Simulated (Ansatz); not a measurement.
# C2H4BN: the cost of one run

Program: Ansatz 0.2.0. Level of theory: RKS PBE-D4/6-31G*. These are calculated values, not measurements.

### Step 1. The system as given

Bond lengths: C1–C2 1.154 Å, C2–B3 1.519 Å, B3–N4 1.478 Å, C1–H5 1.116 Å, B3–H6 1.213 Å, N4–H7 1.012 Å, N4–H8 1.067 Å. Angles: C1–C2–B3 178.5°, C2–C1–H5 176.2°, C2–B3–N4 123.8°, C2–B3–H6 118.1°, N4–B3–H6 118.0°, B3–N4–H7 112.5°, B3–N4–H8 106.2°, H7–N4–H8 107.7°.

Coordinates:

```xyz
8

C    -0.2963    1.8373   -0.9315
C    -0.0550    0.9662   -0.2143
B     0.2898   -0.1943    0.7029
N    -0.1482   -1.5866    0.4675
H    -0.6004    2.6768   -1.6018
H     1.0281    0.0198    1.6414
H     0.6270   -2.2123    0.2918
H    -0.7529   -1.5639   -0.4118
```

### Step 2. Relaxing end A

File input.yaml:

```yaml
crystal:
  periodic: [false, false, false]
  atoms:
    - { symbol: C, position_ang: [-0.2963, 1.8373, -0.9315] }
    - { symbol: C, position_ang: [-0.055, 0.9662, -0.2143] }
    - { symbol: B, position_ang: [0.2898, -0.1943, 0.7029] }
    - { symbol: "N", position_ang: [-0.1482, -1.5866, 0.4675] }
    - { symbol: H, position_ang: [-0.6004, 2.6768, -1.6018] }
    - { symbol: H, position_ang: [1.0281, 0.0198, 1.6414] }
    - { symbol: H, position_ang: [0.627, -2.2123, 0.2918] }
    - { symbol: H, position_ang: [-0.7529, -1.5639, -0.4118] }
basis:
  gaussian: { orbitals: "6-31G*" }
hamiltonian:
  xc: pbe
  dispersion: d4
relax:
  f_tol: 0.015
  max_steps: 40
```

Run with:

```
$ ansatz run input.yaml --threads 1 --pin off --max-ram 2048MiB --backend cpu --events-out ev --progress --plain --runs-dir out
```

Q: Estimate wall time and peak memory on 1 thread of an Arm CPU, shared host.

About 16 s, with a peak of 0.13 GiB.
